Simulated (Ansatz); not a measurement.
# doublet CH3FGeO+: levels of theory compared

Aim: a comparison of 6 runs (UHF/3-21G, U-wB97X/6-31G*, UB3LYP/6-31G*, UBLYP/6-31G*, UCAM-B3LYP/6-31G*, UBCCD(T)/6-31G*) of doublet CH3FGeO+. 

The results are computed with Ansatz 0.2.0.

125 further runs of the same task are left out: 125 set aside as unsound or not needed.

### Step 1. The molecule

The species is CH3FGeO+ (7 atoms), meant as a doublet with charge +1. As SMILES of the parent species, `C[O][Ge][F]`. The coordinates come from a PBE0-D4/def2-TZVP relaxation. This is one conformer, not always the lowest. That shape belongs to the parent species and isn't relaxed for this state.

Bond lengths: C1–O2 1.413 Å, O2–Ge3 1.764 Å, Ge3–F4 1.768 Å, C1–H5 1.092 Å, C1–H6 1.093 Å, C1–H7 1.093 Å. Angles: C1–O2–Ge3 128.6°, O2–Ge3–F4 99.1°, O2–C1–H5 112.1°, O2–C1–H6 109.1°, O2–C1–H7 109.0°, H5–C1–H6 109.1°, H5–C1–H7 109.1°, H6–C1–H7 108.4°.

### Step 2. The energy at UHF/3-21G (run 1)

Input file job.yaml:

```yaml
crystal:
  periodic: [false, false, false]
  atoms:
    - {symbol: C, position_ang: [-0.504800, 0.491500, 0.394900]}
    - {symbol: O, position_ang: [0.412400, 0.624200, -0.671900]}
    - {symbol: Ge, position_ang: [1.441700, -0.610700, -1.398400]}
    - {symbol: F, position_ang: [0.967400, -1.990600, -0.400200]}
    - {symbol: H, position_ang: [-0.548500, -0.532200, 0.773800]}
    - {symbol: H, position_ang: [-0.208000, 1.161100, 1.206600]}
    - {symbol: H, position_ang: [-1.498700, 0.788500, 0.049700]}
basis:
  gaussian: {orbitals: 3-21G-spherical.json}
magnetization: {spin_polarized: true, initial_magnetization: 1}
hamiltonian: {xc: hf}
accuracy: high
output: {orbitals: {seedname: orbitals}}
total_charge: 1
```

The basis set 3-21G is read from a file made from the Basis Set Exchange's data (not shown).

Started as:

```sh
$ ansatz run job.yaml --threads 1 --pin off --max-ram 3480MiB --events-out events.jsonl --progress --plain --runs-dir runs
```

Output:

```text
Warning: RAYON_NUM_THREADS=1 ignored (pool sized by the plan → 1); use --threads N
Functional definition: HF
  name "HF"
  exchange = exact_x
  correlation = 0
1057 factors; integrals over basis functions are off by at most 8.6e-9 eV
mean field evaluation 1: about -61975.1324 eV, gradient 4.3e1 eV
mean field evaluation 2: about -61975.1359 eV, gradient 4.3e1 eV
mean field evaluation 4: about -61982.2921 eV, gradient 3.0e0 eV
mean field evaluation 8: about -61982.3873 eV, gradient 5.0e-1 eV
mean field evaluation 16: about -61982.3966 eV, gradient 1.8e-8 eV
mean field evaluation 32: about -61979.7343 eV, gradient 1.8e1 eV
mean field evaluation 64: about -61982.6873 eV, gradient 3.5e-2 eV
mean field evaluation 96: about -61982.4116 eV, gradient 2.7e0 eV
mean field evaluation 128: about -61980.5937 eV, gradient 1.4e0 eV
mean field evaluation 160: about -61982.3237 eV, gradient 1.6e0 eV
mean field evaluation 192: about -61982.3247 eV, gradient 1.6e0 eV
mean field evaluation 224: about -61982.3893 eV, gradient 7.5e-1 eV
mean field evaluation 256: about -61982.3884 eV, gradient 7.5e-1 eV
mean field -61982.68751259 eV, -2277.8217527132 hartree, gradient 5.8e-8 eV, S^2 0.758636; 3 other end points of the search recorded, 0 dependent functions left out
reference -61982.68751259 eV, -2277.8217527132 hartree; 29, 28 occupied and 26, 27 virtual orbitals, 1057 factors
Total energy: -61982.68751259 eV, -2277.8217527132 hartree
```

Run time: 6.9 s. Hardware: 1 thread of Arm Neoverse V2, shared host; peak memory 0.16 GiB.

### Step 3. A single-point energy at U-wB97X/6-31G(d) (spherical functions) (run 2)

Changes to job.yaml since step 2:

```diff
@@ -11,7 +11,12 @@
 basis:
-  gaussian: {orbitals: 3-21G-spherical.json}
-magnetization: {spin_polarized: true, initial_magnetization: 1}
-hamiltonian: {xc: hf}
+  gaussian:
+    orbitals: 6-31G_st_-spherical.json
 accuracy: high
-output: {orbitals: {seedname: orbitals}}
 total_charge: 1
+magnetization:
+  spin_polarized: true
+  initial_magnetization: 1
+output:
+  orbitals: {seedname: orbitals}
+hamiltonian:
+  xc: {name: wB97X}
```

The basis set 6-31G* is read from a file made from the Basis Set Exchange's data (not shown).

Started as:

```sh
$ ansatz run job.yaml --threads 1 --pin off --max-ram 3480MiB --events-out events.jsonl --progress --plain --runs-dir runs
```

Output (excerpt; [...] marks lines left out):

```text
Warning: RAYON_NUM_THREADS=1 ignored (pool sized by the plan → 1); use --threads N
Functional definition: wB97X
  name "wB97X"
[...]
      + exact_x_lr(omega)
[...]
      + integral(e_c_pw_opposite_spin*poly(b97_u_opposite, 1, cos1, cos2, cos3, cos4))
1734 factors; integrals over basis functions are off by at most 4.3e-9 eV
316 factors; integrals over basis functions are off by at most 2.3e-9 eV
[...]
mean field -62350.64840091 eV, -2291.3440659462 hartree, gradient 8.8e-8 eV, S^2 0.760680; 4 other end points of the search recorded, 0 dependent functions left out
reference -62350.64839811 eV, -2291.3440658433 hartree; 29, 28 occupied and 51, 52 virtual orbitals, 1734 factors
Total energy: -62350.64839811 eV, -2291.3440658433 hartree
```

It took 2.3 min on 1 thread of Arm Neoverse V2, shared host; peak memory 0.83 GiB.

Runs 3 to 5 aren't shown in full; the table further down has their settings and results.

### Step 4. A single-point energy at UBCCD(T)/6-31G(d) (spherical functions) (run 6)

Input file in.yaml:

```yaml
crystal:
  periodic: [false, false, false]
  atoms:
    - {symbol: C, position_ang: [-0.504800, 0.491500, 0.394900]}
    - {symbol: O, position_ang: [0.412400, 0.624200, -0.671900]}
    - {symbol: Ge, position_ang: [1.441700, -0.610700, -1.398400]}
    - {symbol: F, position_ang: [0.967400, -1.990600, -0.400200]}
    - {symbol: H, position_ang: [-0.548500, -0.532200, 0.773800]}
    - {symbol: H, position_ang: [-0.208000, 1.161100, 1.206600]}
    - {symbol: H, position_ang: [-1.498700, 0.788500, 0.049700]}
basis:
  gaussian:
    orbitals: 6-31G_st_-spherical.json
total_charge: 1
magnetization:
  spin_polarized: true
  initial_magnetization: 1
correlation:
  method: bccd_t
  frozen_orbitals: {C: 1, F: 1, Ge: 9, H: 0, O: 1}
accuracy: high
scf:
  omitted_lower_state_checks: [cluster_reference, increment]
```

The basis set 6-31G* is read from a file made from the Basis Set Exchange's data (not shown).

Started as:

```sh
$ ansatz run in.yaml --threads 1 --pin off --max-ram 3480MiB --events-out events.jsonl --progress --plain --runs-dir runs
```

Output:

```text
Warning: RAYON_NUM_THREADS=1 ignored (pool sized by the plan → 1); use --threads N
[... 15 lines left out ...]
12 core orbitals not correlated: weight in the atoms' cores, before any rotation towards them, 1.000 or more for the frozen orbitals, at most 0.000 for the correlated occupied ones
[... 59 lines left out ...]
Total energy: -62297.54919707 eV, -2289.3927061970 hartree
Checks for a lower state left out: cluster_reference, increment
```

Wall time 4 min (1 thread of Arm Neoverse V2, shared host); peak memory 1 GiB.

### Step 5. The series

| run | level | frozen core orbitals | energy (Eh) | HOMO energy (eV) | LUMO energy (eV) | ⟨S²⟩ | wall time |
| --- | --- | --- | --- | --- | --- | --- | --- |
| 1 | UHF/3-21G | – | -2277.821753 | -16.67 | -7.52 | 0.759 | 6.9 s |
| 2 | U-wB97X/6-31G* (spherical functions) | – | -2291.344066 | -17.39 | -10.88 | 0.761 | 2.3 min |
| 3 | UB3LYP/6-31G* (spherical functions) | – | -2291.406822 | -14.90 | -12.91 | 0.756 | 29 s |
| 4 | UBLYP/6-31G* (spherical functions) | – | -2291.397384 | -13.49 | -13.27 | 0.752 | 17 s |
| 5 | UCAM-B3LYP/6-31G* (spherical functions) | – | -2291.402556 | -16.45 | -11.71 | 0.761 | 38 s |
| 6 | UBCCD(T)/6-31G* (spherical functions) | 12 | -2289.392706 | – | – | 0.820 | 4 min |

### Step 6. Outcome

```
                                           quantity           value
                                run 6: total energy  -2289.39271 Eh
run 6: correlation energy (12 core orbitals frozen)      -714.3 mEh
                              run 6: (T) correction      -20.53 mEh
           run 6: ⟨S²⟩ of the reference determinant           0.820
```

In words: Totals of different functionals can't be ranked against each other. All runs together took 7.9 min, the longest 4 min.
